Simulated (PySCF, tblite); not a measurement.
# C₂H₁₁BN₂Si₂: geometry, infrared bands and NMR shifts

What infrared bands and NMR shifts should C₂H₁₁BN₂Si₂ (`C=CBN([SiH3])[SiH2]N`) show?

Computed with tblite 0.8.0 and PySCF 2.14.0, with density-fitted response routines of our own, on a single molecule in the gas phase. Atoms are numbered from 0 throughout.

### Step 1. The starting structure

18 atoms, charge 0, multiplicity 1; geometry from: force field or distance geometry start.

Bonds of the start (Å): C0–C1 1.35, C1–B2 1.54, B2–N3 1.52, N3–Si4 1.78, N3–Si5 1.77, Si5–N6 1.78, C0–H7 1.08, C0–H8 1.08, C1–H9 1.12, B2–H10 1.19, Si4–H11 1.47, Si4–H12 1.48, Si4–H13 1.45, Si5–H14 1.49, Si5–H15 1.44, N6–H16 1.04, N6–H17 1.04.

### Step 2. Optimising the geometry with GFN2-xTB

Job settings and geometry (Å):

```
{"job": {"kind": "relax", "xc": "GFN2-xTB", "basis": "xTB"}, "charge": 0, "multiplicity": 1}
C      3.090300     0.039300    -0.299900
C      2.180200    -0.873200     0.103400
B      0.789000    -0.938100    -0.560500
N     -0.408500    -0.409900     0.211800
Si    -1.856600    -1.419700     0.020100
Si    -0.665600     1.310200    -0.120500
N     -1.926000     2.075700     0.874000
H      4.036300     0.034100     0.211000
H      2.833500     0.731900    -1.091400
H      2.439600    -1.585200     0.926900
H      0.611800    -1.382300    -1.645900
H     -2.986100    -0.716200    -0.602900
H     -1.496700    -2.514900    -0.910600
H     -2.296700    -2.027200     1.263300
H      0.621000     1.977600     0.223400
H     -0.909300     1.579000    -1.518600
H     -2.535600     1.371600     1.342800
H     -1.529400     2.753500     1.561900
```

Launch:

```sh
$ OMP_NUM_THREADS=1 python probes_run.py task.json out
```

This one command runs all jobs of the session in turn.

**Question.** This job is followed by: GFN2-xTB harmonic vibrations, gas phase; GIAO PBE0/pcSseg-1 NMR shielding, non-relativistic, gas phase. Predict these results of the whole session: strongest single infrared mode (GFN2-xTB); zero-point energy (GFN2-xTB); 13C shifts against TMS (PBE0/pcSseg-1); 1H shifts against TMS (PBE0/pcSseg-1, means over atoms taken as alike); 11B shifts against BF3·OEt2 (PBE0/pcSseg-1); 15N shifts against NH3 (PBE0/pcSseg-1); 29Si shifts against TMS (PBE0/pcSseg-1).

**Answer**, as computed:

```
                                                              quantity                                         value
                             strongest single infrared mode (GFN2-xTB)                         1321 cm⁻¹, 495 km/mol
                                          zero-point energy (GFN2-xTB)                                 79.2 kcal/mol
                                13C shifts against TMS (PBE0/pcSseg-1)                              153.1, 133.8 ppm
1H shifts against TMS (PBE0/pcSseg-1, means over atoms taken as alike)  6.82, 6.02, 5.67, 5.63, 5.52, 4.89, 0.48 ppm
                           11B shifts against BF3·OEt2 (PBE0/pcSseg-1)                                      46.5 ppm
                                15N shifts against NH3 (PBE0/pcSseg-1)                               114.6, 18.0 ppm
                               29Si shifts against TMS (PBE0/pcSseg-1)                              -30.9, -48.7 ppm
```

Relaxing lowered the energy by 1.061 eV in 168 steps; the close pair that moved most is B2–N3, from 1.520 to 1.410 Å. All 48 modes are real, so the xTB geometry is a minimum. The strongest single mode, at 1321 cm⁻¹, moves mainly B2 and N3. Unscaled tight-binding wavenumbers are off by several per cent, some by more. Its intensities can rank the bands wrongly. The most deshielded carbon is C1 (alkene CH), at 153.1 ppm: the olefinic region. H9 (hydrogen on an alkene CH) lies farthest downfield among hydrogen, at 6.82 ppm; olefinic region. At PBE0/pcSseg-1: The largest span, 255 ppm, is at C1, where the paramagnetic term is -227 ppm.
